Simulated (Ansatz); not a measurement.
# B3N3H6 (borazine): r2SCAN0/def2-SVP

Aim: the energy change on altering one bond length of B3N3H6 (borazine) at r2SCAN0/def2-SVP, from 2 runs. 

The results are computed with Ansatz 0.2.0.

43 further runs of the same task are left out: 1 that didn't finish, 42 set aside as unsound or not needed.

**1. The molecule**

B3N3H6 has 12 atoms, charge 0, and is taken as a singlet. As SMILES, `B1NBNBN1`. Geometry: relaxed at PBE0-D4/def2-TZVP. This is one conformer, not always the lowest.

Bond lengths: B1–N2 1.425 Å, N2–B3 1.425 Å, B3–N4 1.425 Å, N4–B5 1.425 Å, B1–N6 1.425 Å, B5–N6 1.425 Å, B1–H7 1.197 Å, N2–H8 1.006 Å, B3–H9 1.197 Å, N4–H10 1.006 Å, B5–H11 1.197 Å, N6–H12 1.006 Å. Some angles: B1–N2–B3 122.9°, N2–B1–N6 117.1°, N2–B3–N4 117.1°, B3–N4–B5 122.9°, N4–B5–N6 117.1°, B1–N6–B5 122.9°, B1–N2–H8 118.6°, B3–N2–H8 118.6°, N2–B1–H7 121.4°, N6–B1–H7 121.4°.

**2. The energy at r2SCAN0/def2-SVP**

input.yaml reads:

```yaml
crystal:
  periodic: [false, false, false]
  atoms:
    - {symbol: B, position_ang: [-0.725600, -1.223220, 0.253660]}
    - {symbol: N, position_ang: [0.524170, -0.956610, 0.883320]}
    - {symbol: B, position_ang: [1.265120, 0.238610, 0.655490]}
    - {symbol: "N", position_ang: [0.704960, 1.188460, -0.246430]}
    - {symbol: B, position_ang: [-0.539530, 0.984630, -0.909140]}
    - {symbol: "N", position_ang: [-1.229160, -0.231820, -0.636840]}
    - {symbol: H, position_ang: [-1.326890, -2.236960, 0.463830]}
    - {symbol: H, position_ang: [0.899850, -1.642240, 1.516360]}
    - {symbol: H, position_ang: [2.313570, 0.436330, 1.198680]}
    - {symbol: H, position_ang: [1.210210, 2.040210, -0.423070]}
    - {symbol: H, position_ang: [-0.986620, 1.800580, -1.662600]}
    - {symbol: H, position_ang: [-2.110080, -0.397960, -1.093280]}
basis:
  gaussian: {orbitals: def2-SVP}
hamiltonian: {xc: {name: r2SCAN0}}
accuracy: high
output: {orbitals: {seedname: orbitals}}
```

On the command line:

```
$ ansatz run input.yaml --threads 1 --pin off --max-ram 3480MiB --events-out events.jsonl --progress --plain --runs-dir runs
```

Output:

```text
Warning: RAYON_NUM_THREADS=1 ignored (pool sized by the plan → 1); use --threads N
Functional definition: r2SCAN0
  name "r2SCAN0"
  parameter a = 0.25
  parameter k0 = 0.174
  parameter k1 = 0.065
  parameter a1 = 4.9479
  exchange = (1 - a)*r2scan_x(k0 = k0, k1 = k1, a1 = a1) + a*exact_x
  correlation = r2scan_c
2856 factors; integrals over basis functions are off by at most 3.1e-9 eV
mean field evaluation 1: about -6584.4573 eV, gradient 6.8e1 eV
mean field evaluation 2: about -6578.6453 eV, gradient 8.4e1 eV
mean field evaluation 4: about -6593.7164 eV, gradient 4.4e-1 eV
mean field evaluation 8: about -6593.9763 eV, gradient 5.0e-2 eV
mean field evaluation 16: about -6593.9763 eV, gradient 5.5e-6 eV
mean field -6593.97629436 eV, -242.3241592601 hartree, gradient 1.1e-8 eV, S^2 0.000000; 0 other end points of the search recorded, 0 dependent functions left out
reference -6593.97629504 eV, -242.3241592852 hartree; 21, 21 occupied and 93, 93 virtual orbitals, 2856 factors
Total energy: -6593.97629504 eV, -242.3241592852 hartree
```

Wall time 22 s (1 thread of Intel Xeon Platinum 8175M at 2.50GHz (Skylake/Cascade Lake), shared host); peak memory 0.56 GiB.

**3. The distorted shape at the same level**

input.yaml reads:

```yaml
crystal:
  periodic: [false, false, false]
  atoms:
    - {symbol: B, position_ang: [-0.424937, -0.716319, 0.148569]}
    - {symbol: "N", position_ang: [0.824833, -0.449709, 0.778229]}
    - {symbol: B, position_ang: [1.565783, 0.745511, 0.550399]}
    - {symbol: N, position_ang: [1.005623, 1.695361, -0.351521]}
    - {symbol: B, position_ang: [-0.238867, 1.491531, -1.014231]}
    - {symbol: N, position_ang: [-0.928497, 0.275081, -0.741931]}
    - {symbol: H, position_ang: [-1.326890, -2.236960, 0.463830]}
    - {symbol: H, position_ang: [1.200513, -1.135339, 1.411269]}
    - {symbol: H, position_ang: [2.614233, 0.943231, 1.093589]}
    - {symbol: H, position_ang: [1.510873, 2.547111, -0.528161]}
    - {symbol: H, position_ang: [-0.685957, 2.307481, -1.767691]}
    - {symbol: H, position_ang: [-1.809417, 0.108941, -1.198371]}
basis:
  gaussian:
    orbitals: def2-SVP
hamiltonian:
  xc: {name: r2SCAN0}
accuracy: high
output:
  orbitals: {seedname: orbitals}
```

On the command line:

```
$ ansatz run input.yaml --threads 1 --pin off --max-ram 3480MiB --events-out events.jsonl --progress --plain --runs-dir runs
```

Output, shortened:

```text
Warning: RAYON_NUM_THREADS=1 ignored (pool sized by the plan → 1); use --threads N
[... 8 set-up lines as earlier in the session ...]
2852 factors; integrals over basis functions are off by at most 3.1e-9 eV
mean field evaluation 1: about -6582.4796 eV, gradient 6.8e1 eV
mean field evaluation 2: about -6575.6249 eV, gradient 8.7e1 eV
mean field evaluation 4: about -6591.9060 eV, gradient 7.9e-1 eV
mean field evaluation 8: about -6592.1543 eV, gradient 2.0e-1 eV
mean field evaluation 16: about -6592.1544 eV, gradient 4.1e-6 eV
mean field -6592.15437795 eV, -242.2572050671 hartree, gradient 8.8e-8 eV, S^2 0.000000; 0 other end points of the search recorded, 0 dependent functions left out
reference -6592.15437866 eV, -242.2572050929 hartree; 21, 21 occupied and 93, 93 virtual orbitals, 2852 factors
Total energy: -6592.15437866 eV, -242.2572050929 hartree
```

Wall time 20 s (1 thread of Intel Xeon Platinum 8175M at 2.50GHz (Skylake/Cascade Lake), shared host); peak memory 0.56 GiB.

**4. Outcome**

Level: r2SCAN0/def2-SVP.

```
                                                         quantity          value
                                        first shape: total energy  -242.32416 Eh
                                         first shape: HOMO energy       -8.24 eV
                                         first shape: LUMO energy        0.82 eV
                                       first shape: HOMO–LUMO gap        9.06 eV
                                    distorted shape: total energy  -242.25721 Eh
                                     distorted shape: HOMO energy       -7.93 eV
                                     distorted shape: LUMO energy        0.55 eV
                                   distorted shape: HOMO–LUMO gap        8.48 eV
energy change with the B1–H7 bond stretched from 1.197 to 1.796 Å       1.822 eV
```

With the B1–H7 bond stretched from 1.197 to 1.796 Å the energy rises by 1.82 eV (42 kcal/mol). The first shape isn't relaxed at this level, so the change isn't measured from a minimum.
